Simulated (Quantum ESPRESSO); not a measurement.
Crystal: TiGe.

```
CELL_PARAMETERS angstrom
0.00000 3.22709 3.22709
3.22709 0.00000 3.22709
3.22709 3.22709 0.00000
ATOMIC_POSITIONS crystal
Ti 0.25000 0.25000 0.25000
Ti 0.00000 0.00000 0.00000
Ge 0.75000 0.75000 0.75000
Ge 0.50000 0.50000 0.50000
```

The cell was built by a generator and needn't be a form met in nature.

```yaml
Program: Quantum ESPRESSO 7.5
Task: Wannier functions
Functional: PBEsol
Potentials_or_basis: PseudoDojo 0.4.1 SR PBEsol standard
Cutoff: 1143 eV
Density_cutoff: 4572 eV
k_mesh: 6 × 6 × 6
Occupations: fermi-dirac, width 0.05 eV
Spin: no spin polarisation
Iterations: 0
Mixing_beta: 0.5
Most_SCF_iterations: 120
SCF_threshold: 8e-10 Ry
k_mesh_for_the_Wannier_functions: 4 × 4 × 4
Projections: Ti spd, Ge sp
```

Start: atomic projections with disentanglement, frozen window up to 1.0 eV over the reference level; the lowest 18 bands are left out; no minimisation of the spread. The reference level is the Fermi level, or the middle of the gap.

**Question.** With atomic projections with disentanglement, how many functions result, how localised are they, and how well do they interpolate the bands?

**Answer.** 26 functions with spreads from 0.80 to 4.31 Å², 52.0 Å² in all; they miss the direct bands by 22 meV (root mean square).

Wannier functions:
| function | nearest atom | distance (Å) | spread (Å²) | on-site energy from the reference level (eV) |
| --- | --- | --- | --- | --- |
| 1 | 1 Ti | 0.03 | 3.65 | 6.07 |
| 2 | 1 Ti | 0.85 | 3.65 | 9.54 |
| 3 | 1 Ti | 0.38 | 3.85 | 9.62 |
| 4 | 1 Ti | 0.45 | 3.81 | 9.34 |
| 5 | 1 Ti | 0.02 | 0.95 | 1.31 |
| 6 | 1 Ti | 0.02 | 0.81 | 1.42 |
| 7 | 1 Ti | 0.01 | 0.85 | 1.40 |
| 8 | 1 Ti | 0.02 | 0.99 | 1.27 |
| 9 | 1 Ti | 0.01 | 0.80 | 1.40 |
| 10 | 2 Ti | 0.04 | 3.68 | 6.03 |
| 11 | 2 Ti | 0.64 | 3.77 | 9.43 |
| 12 | 2 Ti | 0.25 | 4.31 | 9.77 |
| 13 | 2 Ti | 0.45 | 3.79 | 9.30 |
| 14 | 2 Ti | 0.02 | 0.91 | 1.29 |
| 15 | 2 Ti | 0.02 | 0.80 | 1.43 |
| 16 | 2 Ti | 0.02 | 0.83 | 1.39 |
| 17 | 2 Ti | 0.01 | 0.92 | 1.27 |
| 18 | 2 Ti | 0.00 | 0.81 | 1.41 |
| 19 | 3 Ge | 0.00 | 1.39 | -5.23 |
| 20 | 3 Ge | 0.14 | 1.68 | 3.29 |
| 21 | 3 Ge | 0.07 | 1.69 | 3.20 |
| 22 | 3 Ge | 0.09 | 1.65 | 3.37 |
| 23 | 4 Ge | 0.00 | 1.38 | -5.21 |
| 24 | 4 Ge | 0.11 | 1.65 | 3.39 |
| 25 | 4 Ge | 0.05 | 1.69 | 3.20 |
| 26 | 4 Ge | 0.08 | 1.64 | 3.43 |

Parts of the spread (Å²): invariant 26.56, diagonal 0.468, off-diagonal 24.93, total 51.96. Against the direct bands the interpolation misses by 22 meV (root mean square) and 101 meV at most, for states up to 1 eV over the reference level.
